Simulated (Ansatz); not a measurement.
This script drives Ansatz's Python interface.

The script, `run_torsion.py`:
```python
# -*- coding: utf-8 -*-
from dataclasses import dataclass

import ansatz as az
from ase import Atoms


@dataclass(frozen=True)
class Settings:
    basis: str = "6-31G*"
    xc: str = "HF"
    fmax: float = 0.02


opts = Settings()

atoms = Atoms(["B", "Si", "C", "F", "H", "H", "H", "H", "H", "H"], positions=[
    (-1.5955, 0.6017, -0.2602),
    (-0.1785, -0.6189, -0.3692),
    (1.2761, 0.0872, 0.5074),
    (2.4284, -0.8041, 0.4493),
    (-2.1073, 1.0803, -1.2815),
    (-2.0671, 0.9952, 0.7779),
    (0.1957, -0.8584, -1.7729),
    (-0.5355, -1.8631, 0.2607),
    (1.6148, 1.0565, 0.0841),
    (1.0518, 0.2724, 1.6073),
])

first = az.Crystal.molecule_from_ase(atoms).calculation()
first = first.basis(gaussian=opts.basis)
first = first.functional(opts.xc).relax(force_tolerance=opts.fmax, max_steps=80)
atoms.positions = first.run(threads=1, backend="cpu").report["positions_ang"]

start = atoms.get_dihedral(0, 1, 2, 3)
energies = {}
for turn in range(0, 360, 30):
    turned = atoms.copy()
    turned.set_dihedral(0, 1, 2, 3, start + turn, indices=[2, 3, 8, 9])
    base = az.Crystal.molecule_from_ase(turned).calculation().basis(gaussian=opts.basis).functional(opts.xc)
    energies[round((start + turn) % 360)] = base.run(threads=1, backend="cpu").report["free_energy_ev"]
floor = min(energies.values())
print("dihedral B0-Si1-C2-F3 (deg)   E - E(min) (kJ/mol)")
for angle, e in sorted(energies.items()):
    print(f"{angle:8d} {96.485332 * (e - floor):14.3f}  " + "#" * int(30 * (e - floor) / max(max(energies.values()) - floor, 1e-9)))
```

It is started by `python run_torsion.py`. Estimate its wall time and peak memory on 1 thread of Arm Neoverse V1, with other jobs on the host.

It took about 54 s, with a peak of 0.21 GiB, for 13 runs of the engine.

```console
$ python run_torsion.py
dihedral B0-Si1-C2-F3 (deg)   E - E(min) (kJ/mol)
       0          7.812  #######################
      30          3.415  ##########
      60          0.102
      90          5.312  ###############
     120         10.005  ##############################
     150          5.788  #################
     180          1.594  ####
     210          5.830  #################
     240          9.968  #############################
     270          5.190  ###############
     300          0.000
     330          3.359  ##########
```

The scan is rigid and the energies are electronic, in a modest basis. With rigid groups the curve can differ much from the relaxed path, the start wasn't checked as a minimum of this torsion, and equivalent turns needn't return to the same energy.
